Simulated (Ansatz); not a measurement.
# C3H7BFN: one species, many methods

How much do the methods differ for C3H7BFN? The plan is to run it at one geometry with functionals of several rungs and with coupled cluster. The yardstick is the atomisation energy at the CCSD(T) limit.

Computed with Ansatz 0.2.0, Gaussian basis. Level: functionals in def2-TZVPP, the program's frozen cores in correlated methods.

The runs, in order: PBE-D4, r2SCAN-D4, PBE0-D4, B3LYP-D4, ωB97X-V, ωB97M-V, B2PLYP; CCSD(T)/def2-TZVPP; MP2/def2-QZVPP; extrapolation to the limit.

## 1. The relaxed structure

The geometry comes from an earlier relaxation with PBE0-D4 in a triple-zeta def2 set; it is a stationary point, not always the lowest conformer.

SMILES `BC(F)CN=C`, 13 atoms, charge 0, spin multiplicity 1.

Atoms are counted from 1 here; the program's logs count them from 0.

Bond lengths: B1–C2 1.554 Å, B1–H7 1.193 Å, B1–H8 1.196 Å, C2–F3 1.388 Å, C2–C4 1.523 Å, C2–H9 1.110 Å, C4–N5 1.442 Å, C4–H10 1.095 Å, C4–H11 1.101 Å, N5–C6 1.257 Å, C6–H12 1.100 Å, C6–H13 1.089 Å. Angles: C2–B1–H7 121.2°, C2–B1–H8 118.1°, H7–B1–H8 120.5°, B1–C2–F3 113.8°, B1–C2–C4 116.1°, B1–C2–H9 103.1°, F3–C2–C4 109.4°, F3–C2–H9 106.6°, C4–C2–H9 107.0°, C2–C4–N5 111.5°, C2–C4–H10 107.5°, C2–C4–H11 109.3°, N5–C4–H10 107.9°, N5–C4–H11 112.4°, H10–C4–H11 108.1°, C4–N5–C6 117.6°, N5–C6–H12 123.4°, N5–C6–H13 119.3° and more.

As a file:

```
B    -0.1649   -2.2511   -0.0783
C     0.5270   -0.9168    0.3156
F     1.9102   -1.0057    0.3958
C     0.1459    0.3050   -0.5092
N     0.5018    1.5287    0.1653
C    -0.3879    2.4092    0.2831
H     0.4581   -3.2622   -0.1875
H    -1.3543   -2.2535   -0.2046
H     0.1600   -0.7389    1.3476
H     0.7124    0.2592   -1.4452
H    -0.9263    0.2572   -0.7548
H    -1.4112    2.2904   -0.1028
H    -0.1502    3.3439    0.7897
```

## 2. PBE-D4 (GGA)

The input, in.yaml:

```yaml
crystal:
  periodic: [false, false, false]
  atoms:
    - {symbol: B, position_ang: [-0.164941, -2.251127, -0.078282]}
    - {symbol: C, position_ang: [0.526982, -0.916837, 0.315635]}
    - {symbol: F, position_ang: [1.910215, -1.005691, 0.395792]}
    - {symbol: C, position_ang: [0.145949, 0.304968, -0.509190]}
    - {symbol: N, position_ang: [0.501759, 1.528733, 0.165350]}
    - {symbol: C, position_ang: [-0.387938, 2.409192, 0.283083]}
    - {symbol: H, position_ang: [0.458093, -3.262176, -0.187494]}
    - {symbol: H, position_ang: [-1.354295, -2.253471, -0.204593]}
    - {symbol: H, position_ang: [0.159978, -0.738902, 1.347558]}
    - {symbol: H, position_ang: [0.712421, 0.259169, -1.445214]}
    - {symbol: H, position_ang: [-0.926345, 0.257225, -0.754755]}
    - {symbol: H, position_ang: [-1.411151, 2.290369, -0.102772]}
    - {symbol: H, position_ang: [-0.150226, 3.343948, 0.789683]}
basis:
  gaussian: {orbitals: def2-TZVPP}
hamiltonian: {xc: pbe, dispersion: d4}
output: {forces: true, orbitals: {seedname: orbitals}}
```

Command:

```sh
> ansatz run in.yaml --threads 4 --pin off --events-out ev --progress --plain --max-ram 10444MiB
```

Further steps of the session: r2SCAN-D4 (meta-GGA); PBE0-D4 (hybrid); B3LYP-D4 (hybrid); ωB97X-V (range-separated); ωB97M-V (range-separated); B2PLYP (double hybrid); CCSD(T) in def2-TZVPP; MP2 in def2-QZVPP.

Before running them: what should the planned runs give, taken together? Wanted: atomisation energy, CCSD(T)/CBS; farthest; mean size of error, hybrid; mean size of error, range-separated; gap, smallest and largest; T1 diagnostic; triples share of the correlation energy.

As calculated:

| quantity | value |
| --- | --- |
| atomisation energy, CCSD(T)/CBS | 51.892 eV |
| functionals within 0.259 eV (0.5 %) | B2PLYP |
| farthest | PBE-D4 (+1.728 eV) |
| mean size of error, hybrid | 0.491 eV |
| mean size of error, range-separated | 0.385 eV |
| gap, smallest and largest | 3.25 eV (PBE-D4), 10.44 eV (ωB97X-V) |
| T1 diagnostic | 0.0116 |
| triples share of the correlation energy | 3.8 % |

PBE-D4 is off by +1.728 eV. Double hybrids carry the basis error of their MP2 part in triple zeta, and no dispersion term here, so their miss is partly the set-up's. The reference freezes the cores and leaves out relativity and excitations past (T), so misses under about 0.259 eV can't be ranked. Hartree-Fock recovers 73 % of the binding; the rest is correlation. The gap grows from 3.2 to 10.4 eV across the functionals, mostly with the share of exact exchange.
